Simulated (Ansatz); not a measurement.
# AlH₃S₃: vertical ionisation energy

How much energy removes an electron from AlH₃S₃ at fixed geometry? The cation is run at each level and the neutral's energy taken from earlier runs.

Method: unrestricted cation, the program's frozen cores in correlated methods; program: Ansatz 0.2.0, Gaussian basis.

Levels to be run: UKS PBE-D4/def2-TZVPP; UKS r2SCAN-D4/def2-TZVPP; UKS PBE0-D4/def2-TZVPP; UKS B3LYP-D4/def2-TZVPP; UKS wB97X-V/def2-TZVPP; UKS wB97M-V/def2-TZVPP; UKS B2PLYP/def2-TZVPP; UHF-CCSD(T)/def2-TZVPP; UHF-MP2/def2-QZVPP; extrapolation to the limit; then −ε(HOMO) from the neutral's earlier runs with LDA (SPW92), PBE-D4, revPBE-D4, BLYP-D4, r2SCAN-D4, B97M-V, PBE0-D4, B3LYP-D4, r2SCANh-D4, r2SCAN0-D4, HSE06-D4, BHLYP-D4, CAM-B3LYP-D4, LC-ωPBE, ωB97X-V, ωB97M-V.

**1. The geometry**

All runs share one geometry, relaxed beforehand with PBE0-D4 in a triple-zeta def2 set.

SMILES `[SH][Al]([SH])[SH]`, 7 atoms, charge 0, spin multiplicity 1.

Atoms are counted from 1 here; the program's logs count them from 0.

Bond lengths: S1–Al2 2.177 Å, S1–H5 1.344 Å, Al2–S3 2.180 Å, Al2–S4 2.174 Å, S3–H6 1.344 Å, S4–H7 1.345 Å. Angles: Al2–S1–H5 93.5°, S1–Al2–S3 123.9°, S1–Al2–S4 117.0°, S3–Al2–S4 119.1°, Al2–S3–H6 93.9°, Al2–S4–H7 92.6°.

**2. Cation, UKS PBE-D4/def2-TZVPP**

in.yaml reads:

```yaml
crystal:
  periodic: [false, false, false]
  atoms:
    - {symbol: S, position_ang: [-2.187513, 0.342182, -0.008431]}
    - {symbol: Al, position_ang: [-0.074874, -0.062525, -0.345069]}
    - {symbol: S, position_ang: [1.441460, 0.008118, 1.219609]}
    - {symbol: S, position_ang: [0.523320, -0.563085, -2.374498]}
    - {symbol: H, position_ang: [-2.016494, 0.591477, 1.301117]}
    - {symbol: H, position_ang: [0.562348, 0.326823, 2.184868]}
    - {symbol: H, position_ang: [1.813054, -0.710991, -2.023195]}
basis:
  gaussian: {orbitals: def2-TZVPP}
total_charge: 1
magnetization: {spin_polarized: true, initial_magnetization: 1}
hamiltonian: {xc: pbe, dispersion: d4}
```

On the command line:

```sh
> ansatz run in.yaml --threads 4 --pin off --events-out ev --progress --plain --max-ram 10444MiB
```

The log of the run:

```text
Functional definition: PBE
  name "PBE"
  cite "Perdew, Burke & Ernzerhof, Phys. Rev. Lett. 77, 3865 (1996) doi:10.1103/PhysRevLett.77.3865"
  parent pbe
  parameter kappa = 0.804
  parameter beta = 0.06672455060314922
  exchange = pbe_x(kappa = kappa, mu = beta*pi^2/3)
  correlation = pbe_c(beta = beta)
1298 factors; their error is unknown
mean field evaluation 1: about -39125.7921 eV, gradient 2.8e1 eV
mean field evaluation 2: about -39117.8041 eV, gradient 4.3e1 eV
mean field evaluation 4: about -39128.4921 eV, gradient 1.3e1 eV
mean field evaluation 8: about -39129.5183 eV, gradient 8.1e0 eV
mean field evaluation 16: about -39130.2008 eV, gradient 2.5e-4 eV
mean field evaluation 32: about -39130.1812 eV, gradient 1.6e-4 eV
mean field -39130.20077253 eV, -1438.0083549878 hartree, gradient 1.2e-5 eV, S^2 0.753160; 6 other end points of the search recorded, 0 dependent functions left out
reference -39130.20081216 eV, -1438.0083564442 hartree; 32, 31 occupied and 178, 179 virtual orbitals, 1298 factors
Total energy: -39130.39631711 eV, -1438.0155411185 hartree
```

Wall time 7 s (4 threads of Intel Xeon 6975P-C, shared host); peak memory 0.64 GiB.

Less the neutral's -39139.5814 eV (earlier run), this gives 9.185 eV. ⟨S²⟩ = 0.753.

**3. Cation, UKS r2SCAN-D4/def2-TZVPP**

Edit in.yaml of step 2 so:

```diff
@@ -14,2 +14,2 @@
 magnetization: {spin_polarized: true, initial_magnetization: 1}
-hamiltonian: {xc: pbe, dispersion: d4}
+hamiltonian: {xc: r2scan, dispersion: d4}
```

Launched as before.

The log of the run, shortened:

```text
Functional definition: r2SCAN
  name "r2SCAN"
  cite "Furness, Kaplan, Ning, Perdew & Sun, J. Phys. Chem. Lett. 11, 8208 (2020) doi:10.1021/acs.jpclett.0c02405"
  cite "Furness, Kaplan, Ning, Perdew & Sun, J. Phys. Chem. Lett. 11, 9248 (2020) doi:10.1021/acs.jpclett.0c03077"
  parent r2scan
[...]
1298 factors; their error is unknown
[...]
mean field -39144.91119127 eV, -1438.5489529053 hartree, gradient 3.8e-5 eV, S^2 0.756907; 5 other end points of the search recorded, 0 dependent functions left out
reference -39144.91120488 eV, -1438.5489534054 hartree; 32, 31 occupied and 178, 179 virtual orbitals, 1298 factors
Total energy: -39144.95687707 eV, -1438.5506318277 hartree
```

It took 14 s on 4 threads of Intel Xeon 6975P-C, shared host; peak memory 0.7 GiB.

Less the neutral's -39154.3477 eV (earlier run), this gives 9.391 eV. ⟨S²⟩ = 0.757.

**4. Cation, UKS PBE0-D4/def2-TZVPP**

Edit in.yaml of step 3 so:

```diff
@@ -14,2 +14,2 @@
 magnetization: {spin_polarized: true, initial_magnetization: 1}
-hamiltonian: {xc: r2scan, dispersion: d4}
+hamiltonian: {xc: pbe0, dispersion: d4}
```

The command is unchanged.

The log of the run, shortened:

```text
Functional definition: PBE0
  name "PBE0"
  cite "Adamo & Barone, J. Chem. Phys. 110, 6158 (1999) doi:10.1063/1.478522"
  cite "Perdew, Burke & Ernzerhof, Phys. Rev. Lett. 77, 3865 (1996) doi:10.1103/PhysRevLett.77.3865"
  parent pbe
[...]
1422 factors; their error is unknown
[...]
mean field -39133.10866643 eV, -1438.1152181177 hartree, gradient 1.1e-5 eV, S^2 0.760376; 7 other end points of the search recorded, 0 dependent functions left out
reference -39133.10869636 eV, -1438.1152192175 hartree; 32, 31 occupied and 178, 179 virtual orbitals, 1422 factors
Total energy: -39133.27901878 eV, -1438.1214784510 hartree
```

Run time: 12 s. Hardware: 4 threads of Intel Xeon 6975P-C, shared host; peak memory 0.85 GiB.

The neutral molecule at this level: -39142.9041 eV. Difference: 9.625 eV. ⟨S²⟩ = 0.760.

**5. Cation, UKS B3LYP-D4/def2-TZVPP**

Edit in.yaml of step 4 so:

```diff
@@ -14,2 +14,2 @@
 magnetization: {spin_polarized: true, initial_magnetization: 1}
-hamiltonian: {xc: pbe0, dispersion: d4}
+hamiltonian: {xc: {name: B3LYP}, dispersion: d4}
```

Same command.

The log of the run, shortened:

```text
Functional definition: B3LYP
  name "B3LYP"
  cite "Stephens, Devlin, Chabalowski & Frisch, J. Phys. Chem. 98, 11623 (1994) doi:10.1021/j100096a001"
  cite "Becke, Phys. Rev. A 38, 3098 (1988) doi:10.1103/PhysRevA.38.3098"
  cite "Lee, Yang & Parr, Phys. Rev. B 37, 785 (1988) doi:10.1103/PhysRevB.37.785"
  cite "Vosko, Wilk & Nusair, Can. J. Phys. 58, 1200 (1980) doi:10.1139/p80-159"
[...]
1358 factors; their error is unknown
[...]
mean field -39149.67137919 eV, -1438.7238865847 hartree, gradient 1.3e-5 eV, S^2 0.757741; 5 other end points of the search recorded, 0 dependent functions left out
reference -39149.67163946 eV, -1438.7238961495 hartree; 32, 31 occupied and 178, 179 virtual orbitals, 1358 factors
Total energy: -39149.99251174 eV, -1438.7356879885 hartree
```

Run time: 10 s. Hardware: 4 threads of Intel Xeon 6975P-C, shared host; peak memory 0.82 GiB.

Less the neutral's -39159.5273 eV (earlier run), this gives 9.535 eV. ⟨S²⟩ = 0.758.

**6. Cation, UKS wB97X-V/def2-TZVPP**

Edit in.yaml of step 5 so:

```diff
@@ -14,2 +14,2 @@
 magnetization: {spin_polarized: true, initial_magnetization: 1}
-hamiltonian: {xc: {name: B3LYP}, dispersion: d4}
+hamiltonian: {xc: {name: wB97X-V}}
```

Same command.

The log of the run, shortened:

```text
Functional definition: wB97X-V
  name "wB97X-V"
  cite "Mardirossian & Head-Gordon, Phys. Chem. Chem. Phys. 16, 9904 (2014) doi:10.1039/C3CP54374A"
  cite "Becke, J. Chem. Phys. 107, 8554 (1997) doi:10.1063/1.475007"
  cite "Vydrov & Van Voorhis, J. Chem. Phys. 133, 244103 (2010) doi:10.1063/1.3521275"
[...]
      + integral(e_c_pw_opposite_spin*poly(b97_u_opposite, cos0, cos1)) + vv10(b, c)
1338 factors; their error is unknown
260 factors; integrals over basis functions are off by at most 1.1e-5 eV
[...]
mean field -39141.04529037 eV, -1438.4068836678 hartree, gradient 9.2e-6 eV, S^2 0.766672; 6 other end points of the search recorded, 0 dependent functions left out
reference -39141.04528851 eV, -1438.4068835994 hartree; 32, 31 occupied and 178, 179 virtual orbitals, 1338 factors
Total energy: -39141.04528851 eV, -1438.4068835994 hartree
```

Wall time 23 s (4 threads of Intel Xeon 6975P-C, shared host); peak memory 1.3 GiB.

The neutral molecule at this level: -39151.1146 eV. Difference: 10.069 eV. ⟨S²⟩ = 0.767.

**7. Cation, UKS wB97M-V/def2-TZVPP**

Edit in.yaml of step 6 so:

```diff
@@ -14,2 +14,2 @@
 magnetization: {spin_polarized: true, initial_magnetization: 1}
-hamiltonian: {xc: {name: wB97X-V}}
+hamiltonian: {xc: {name: wB97M-V}}
```

Same command.

The log of the run, shortened:

```text
Functional definition: wB97M-V
  name "wB97M-V"
  cite "Mardirossian & Head-Gordon, J. Chem. Phys. 144, 214110 (2016) doi:10.1063/1.4952647"
  cite "Becke, J. Chem. Phys. 107, 8554 (1997) doi:10.1063/1.475007"
  cite "Vydrov & Van Voorhis, J. Chem. Phys. 133, 244103 (2010) doi:10.1063/1.3521275"
  # Of w^i u^j: cxij and so on, Table III.
[...]
  gx(w, u) = 1 - cx + cx01*u + cx10*w
  gss(w, u) = css00 + css04*u^4 + css10*w + css20*w^2 + css43*w^4*u^3
  gos(w, u) = cos00 + cos10*w + (cos20 + cos21*u)*w^2 + (cos60 + cos61*u)*w^6
[...]
      + integral(e_c_pw_mod_opposite_spin*gos(b97_w_opposite, b97_u_opposite)) + vv10(b, c)
1322 factors; their error is unknown
260 factors; integrals over basis functions are off by at most 1.1e-5 eV
[...]
mean field -39144.89190081 eV, -1438.5482439940 hartree, gradient 2.9e-6 eV, S^2 0.765287; 6 other end points of the search recorded, 0 dependent functions left out
reference -39144.89194723 eV, -1438.5482457001 hartree; 32, 31 occupied and 178, 179 virtual orbitals, 1322 factors
Total energy: -39144.89194723 eV, -1438.5482457001 hartree
```

Wall time 26 s (4 threads of Intel Xeon 6975P-C, shared host); peak memory 1.4 GiB.

Less the neutral's -39154.8943 eV (earlier run), this gives 10.002 eV. ⟨S²⟩ = 0.765.

**8. Cation, UKS B2PLYP (frozen core)/def2-TZVPP**

Edit in.yaml of step 7 so:

```diff
@@ -14,2 +14,2 @@
 magnetization: {spin_polarized: true, initial_magnetization: 1}
-hamiltonian: {xc: {name: wB97M-V}}
+hamiltonian: {xc: {name: B2PLYP}}
```

Launched as before.

The log of the run, shortened:

```text
Functional definition: B2PLYP
  name "B2PLYP"
  cite "Grimme, J. Chem. Phys. 124, 034108 (2006) doi:10.1063/1.2148954"
  cite "Becke, Phys. Rev. A 38, 3098 (1988) doi:10.1103/PhysRevA.38.3098"
  cite "Lee, Yang & Parr, Phys. Rev. B 37, 785 (1988) doi:10.1103/PhysRevB.37.785"
[...]
1196 factors; integrals over basis functions are off by at most 1.2e-3 eV
[...]
mean field -39128.55364379 eV, -1437.9478241230 hartree, gradient 7.7e-6 eV, S^2 0.776400; 7 other end points of the search recorded, 0 dependent functions left out
20 core orbitals not correlated: weight in the atoms' cores, before any rotation towards them, 1.000 or more for the frozen orbitals, at most 0.000 for the correlated occupied ones
reference -39128.55380929 eV, -1437.9478302049 hartree; 12, 11 occupied and 178, 179 virtual orbitals, 1196 factors
second order -19.66608804 eV of doubles, -0.00000000 eV of singles
Total energy: -39133.86365305 eV, -1438.1429633643 hartree
```

Run time: 13 s. Hardware: 4 threads of Intel Xeon 6975P-C, shared host; peak memory 0.69 GiB.

Less the neutral's -39143.6093 eV (earlier run), this gives 9.746 eV. ⟨S²⟩ = 0.776.

**9. Cation, UHF-CCSD(T)/def2-TZVPP**

Edit in.yaml of step 8 so:

```diff
@@ -14,2 +14,3 @@
 magnetization: {spin_polarized: true, initial_magnetization: 1}
-hamiltonian: {xc: {name: B2PLYP}}
+correlation: {method: ccsd_t}
+scf: {omitted_lower_state_checks: [cluster_reference]}
```

Same command.

The log of the run, shortened:

```text
Functional definition: HF
  name "HF"
  cite "Fock, Z. Phys. 61, 126 (1930) doi:10.1007/BF01340294"
  parent pbe
[...]
1196 factors; integrals over basis functions are off by at most 1.2e-3 eV
[...]
mean field -39078.84371869 eV, -1436.1210180701 hartree, gradient 2.0e-6 eV, S^2 0.764497; 7 other end points of the search recorded, 0 dependent functions left out
20 core orbitals not correlated: weight in the atoms' cores, before any rotation towards them, 1.000 or more for the frozen orbitals, at most 0.000 for the correlated occupied ones
reference -39078.84371869 eV, -1436.1210180701 hartree; 12, 11 occupied and 178, 179 virtual orbitals, 1196 factors
second order -15.30267329 eV of doubles, -0.00000000 eV of singles
cycle   1  -16.46249350 eV  change    -1.2e0 eV  update   1.0e-1
[...]
cycle  17  -17.04182019 eV  change    5.2e-6 eV  update   1.1e-5
perturbative correction -0.83262180 eV, -0.0305982866 hartree
Total energy: -39096.71816067 eV, -1436.7778916973 hartree
Checks for a lower state left out: cluster_reference
```

Run time: 55 s. Hardware: 4 threads of Intel Xeon 6975P-C, shared host; peak memory 6.7 GiB.

Less the neutral's -39106.7095 eV (earlier run), this gives 9.991 eV. ⟨S²⟩ = 0.764. T1 = 0.036 (report).

**10. Cation, UHF-MP2/def2-QZVPP**

Edit in.yaml of step 9 so:

```diff
@@ -11,6 +11,6 @@
 basis:
-  gaussian: {orbitals: def2-TZVPP}
+  gaussian: {orbitals: "def2-QZVPP.json"}
 total_charge: 1
 magnetization: {spin_polarized: true, initial_magnetization: 1}
-correlation: {method: ccsd_t}
+correlation: {method: mp2}
 scf: {omitted_lower_state_checks: [cluster_reference]}
```

Same command.

The log of the run, shortened:

```text
Functional definition: HF
  name "HF"
  cite "Fock, Z. Phys. 61, 126 (1930) doi:10.1007/BF01340294"
  parent pbe
[...]
2178 factors; integrals over basis functions are off by at most 1.0e-3 eV
[...]
mean field -39079.94400298 eV, -1436.1614527722 hartree, gradient 2.8e-6 eV, S^2 0.764913; 7 other end points of the search recorded, 0 dependent functions left out
20 core orbitals not correlated: weight in the atoms' cores, before any rotation towards them, 1.000 or more for the frozen orbitals, at most 0.000 for the correlated occupied ones
reference -39079.94400298 eV, -1436.1614527722 hartree; 12, 11 occupied and 338, 339 virtual orbitals, 2178 factors
second order -16.66547905 eV of doubles, -0.00000000 eV of singles
Total energy: -39096.60948204 eV, -1436.7738978312 hartree
Checks for a lower state left out: cluster_reference
```

Run time: 37 s. Hardware: 4 threads of Intel Xeon 6975P-C, shared host; peak memory 1.8 GiB.

The neutral molecule at this level: -39106.8822 eV. Difference: 10.273 eV. ⟨S²⟩ = 0.765.

**11. Extrapolating to the complete basis**

No new run: Hartree-Fock is extrapolated as exp(−7.88√X) and correlation as X^−2.97, with X = 3 and 4; only MP2 was run in the larger set, so CCSD(T) minus MP2 is added from the smaller one.

```tsv
level	energy at the limit (eV)
HF	-39080.0956
MP2	-39097.7705
CCSD	-39099.5097
CCSD(T)	-39100.3423
```

The neutral's limit, from its own earlier runs, is -39110.5247 eV in the additive form (MP2 limit plus CCSD(T) minus MP2 in triple zeta), in which the cation has -39100.3423 eV.

**12. The ladder**

Differences are taken before rounding.

```tsv
method	ionisation energy (eV)	from CCSD(T)/CBS (eV)	time
PBE-D4	9.19	-1.00	8.1 s
r2SCAN-D4	9.39	-0.79	16 s
PBE0-D4	9.63	-0.56	13 s
B3LYP-D4	9.53	-0.65	12 s
ωB97X-V	10.07	-0.11	26 s
ωB97M-V	10.00	-0.18	30 s
B2PLYP	9.75	-0.44	14 s
HF/def2-TZVPP	9.05	-1.13	
MP2/def2-TZVPP	10.16	-0.02	
CCSD/def2-TZVPP	9.98	-0.21	
CCSD(T)/def2-TZVPP	9.99	-0.19	65 s
CCSD(T)/CBS	10.18	0	1.8 min
```

Among the levels timed on like hardware and quicker than the yardstick, those that no quicker one beats, quickest first: PBE-D4 (8.1 s, -1.00 eV); B3LYP-D4 (12 s, -0.65 eV); PBE0-D4 (13 s, -0.56 eV); B2PLYP (14 s, -0.44 eV); ωB97X-V (26 s, -0.11 eV).

Times add the cation's run and the neutral's; HF, MP2 and CCSD come out of the CCSD(T) runs.

For comparison, −ε(HOMO) of the neutral from earlier runs:

```tsv
functional	−ε(HOMO) (eV)	by energy difference (eV)
LDA (SPW92)	6.65	
PBE-D4	6.52	9.19
revPBE-D4	6.47	
BLYP-D4	6.32	
r2SCAN-D4	6.82	9.39
B97M-V	6.85	
PBE0-D4	7.74	9.63
B3LYP-D4	7.46	9.53
r2SCANh-D4	7.26	
r2SCAN0-D4	7.93	
HSE06-D4	7.34	
BHLYP-D4	8.77	
CAM-B3LYP-D4	9.02	
LC-ωPBE	10.47	
ωB97X-V	10.08	10.07
ωB97M-V	9.90	10.00
```

**13. Results**

| quantity | value |
| --- | --- |
| ionisation energy, CCSD(T)/CBS | 10.18 eV |
| nearest functional by difference | ωB97X-V (-0.11 eV) |
| nearest −ε(HOMO) | ωB97X-V (-0.10 eV) |
| −ε(HOMO) of PBE | 6.52 eV |
| T1 of the cation | 0.036 |

**Reading.** By cation minus neutral, the functionals miss by 1.00 eV at most. −ε(HOMO) of PBE misses by 3.7 eV, since self-interaction lifts the level. Among orbital estimates ωB97X-V comes nearest. Hartree-Fock falls 1.13 eV short, as the neutral has more correlation energy than the cation. The cation's T1 (from the report) is 0.036, near the customary mark of 0.045 for open shells, so the coupled-cluster value is less safe. The cation may have settled in a state other than its lowest; no search over hole states beyond the program's own was made.

For cost: ωB97X-V gets within 0.11 eV in 26 s, where CCSD(T)/CBS took 1.8 min; the quickest level in the cost chart, PBE-D4, takes 8.1 s and misses by 1.00 eV.
